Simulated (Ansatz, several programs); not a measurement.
CsPbCl3 in the cubic perovskite structure, relaxed with r2SCAN in Ansatz (plane waves, PAW): the symmetry is Pm-3m (No. 221, cubic); a = 5.677 Å in the conventional setting, 36.59 Å³ an atom. Cs has 12 Cl at 4.01 Å; Pb has 6 Cl at 2.84 Å; Cl has 2 Pb at 2.84 Å and 4 Cs at 4.01 Å. The cell was then scaled with its shape and fractional coordinates held. The values are computed, spin-unpolarised, and not measurements.

```tsv
V (Å³/atom)	E (meV/atom)
34.398	11.76
35.496	2.83
36.593	0.00
38.789	8.99
```

Q: Pass a cubic E = c₀ + c₁u + c₂u² + c₃u³, with u = V − 36.319 Å³, through these points.

A: c₀ = 0.19, c₁ = -1.286, c₂ = 2.247, c₃ = -0.1146 (meV and Å³).

Q: Where is the minimum, and what bulk modulus follows?

A: dE/du = 0 at u = +0.293, so V₀ = 36.61 Å³. B = V₀ d²E/dV² = 36.61 × (2c₂ + 6c₃u) = 36.61 × 4.292 = 157 meV/Å³, and 1 meV/Å³ is 0.16022 GPa: 25 GPa. A third-order Birch-Murnaghan fit to all five points gives 36.62 Å³ and 25 GPa.

Q: Predict the energy and the pressure at the withheld volume, 37.691 Å³.

A: With u = +1.372: E ≈ 2.36 meV and P = −dE/dV ≈ -0.68 GPa. The run gives 2.33 meV and, from its stress, -0.67 GPa.
